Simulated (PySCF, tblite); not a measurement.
# C₇H₈B radical: geometry, infrared bands and EPR parameters

Wanted: the infrared bands and EPR parameters of C₇H₈B radical (`Bc1ccccc1[CH2]`), by calculation.

Computed with tblite 0.8.0 and PySCF 2.14.0, with density-fitted response routines of our own, on a single molecule in the gas phase. Atoms count from 0, in the outputs and in this text.

## Step 1: Starting geometry

16 atoms, charge 0, multiplicity 2; geometry from: force field or distance geometry start.

Bonds of the start (Å): B0–C1 1.59, C1–C2 1.39, C2–C3 1.40, C3–C4 1.39, C4–C5 1.39, C5–C6 1.38, C6–C7 1.51, C6–C1 1.37, B0–H8 1.16, B0–H9 1.16, C2–H10 1.08, C3–H11 1.09, C4–H12 1.10, C5–H13 1.08, C7–H14 1.10, C7–H15 1.13.

## Step 2: Geometry optimisation with GFN2-xTB

The job: settings as JSON, then the geometry in Å.

```
{"job": {"kind": "relax", "xc": "GFN2-xTB", "basis": "xTB"}, "charge": 0, "multiplicity": 2}
B      1.953600    -1.133300     0.159800
C      0.474900    -0.552800     0.044400
C     -0.580100    -1.446000     0.182300
C     -1.868600    -0.921000     0.075300
C     -2.103300     0.432400    -0.123300
C     -1.031600     1.312900    -0.257300
C      0.242500     0.784200    -0.160500
C      1.407400     1.737000    -0.286500
H      2.581500    -1.092500     1.139200
H      2.413500    -1.603800    -0.800400
H     -0.404600    -2.495200     0.342900
H     -2.751500    -1.551000     0.171300
H     -3.133800     0.801700    -0.189800
H     -1.183200     2.368200    -0.423200
H      2.319700     1.213900    -0.616500
H      1.656100     2.154300     0.730900
```

Run with:

```console
$ OMP_NUM_THREADS=1 python probes_run.py task.json out
```

One launch serves the whole session: the jobs run in the order shown.

**Question.** This job is followed by: GFN2-xTB harmonic vibrations, gas phase; UKS B3LYP, pcH-1 on B C H, non-relativistic, mean-field spin-orbit, GIAO. Predict these results of the whole session: strongest single infrared mode (GFN2-xTB); zero-point energy (GFN2-xTB); g(iso) (B3LYP); ⟨S²⟩; largest a(iso) (averaged by class); potential on the surface of density 0.002 e/bohr³, 1st and 99th percentile.

**Answer**, as computed:

```
                                                                  quantity                  value
                                 strongest single infrared mode (GFN2-xTB)  2631 cm⁻¹, 186 km/mol
                                              zero-point energy (GFN2-xTB)          76.6 kcal/mol
                                                            g(iso) (B3LYP)                2.00257
                                                                      ⟨S²⟩     0.780 (exact 0.75)
                                        largest a(iso) (averaged by class)    13C on C7, 54.5 MHz
potential on the surface of density 0.002 e/bohr³, 1st and 99th percentile     -0.49 V and 1.02 V
```

In words: The optimisation took 126 steps and gained 1.307 eV; among the close pairs (by a distance rule), C6–C7 changed most, from 1.510 to 1.373 Å. All 42 modes are real, so the xTB geometry is a minimum. The strongest single mode, at 2631 cm⁻¹, moves mainly H9. Unscaled tight-binding wavenumbers are off by several per cent, some by more. Its intensities can rank the bands wrongly. The largest share of the spin, 0.69 e, sits on C7. The isotropic g lies 0.3 ppt above the free-electron value. The conformer search found further structures of the same energy, which may be mirror or relabelled copies of this one.
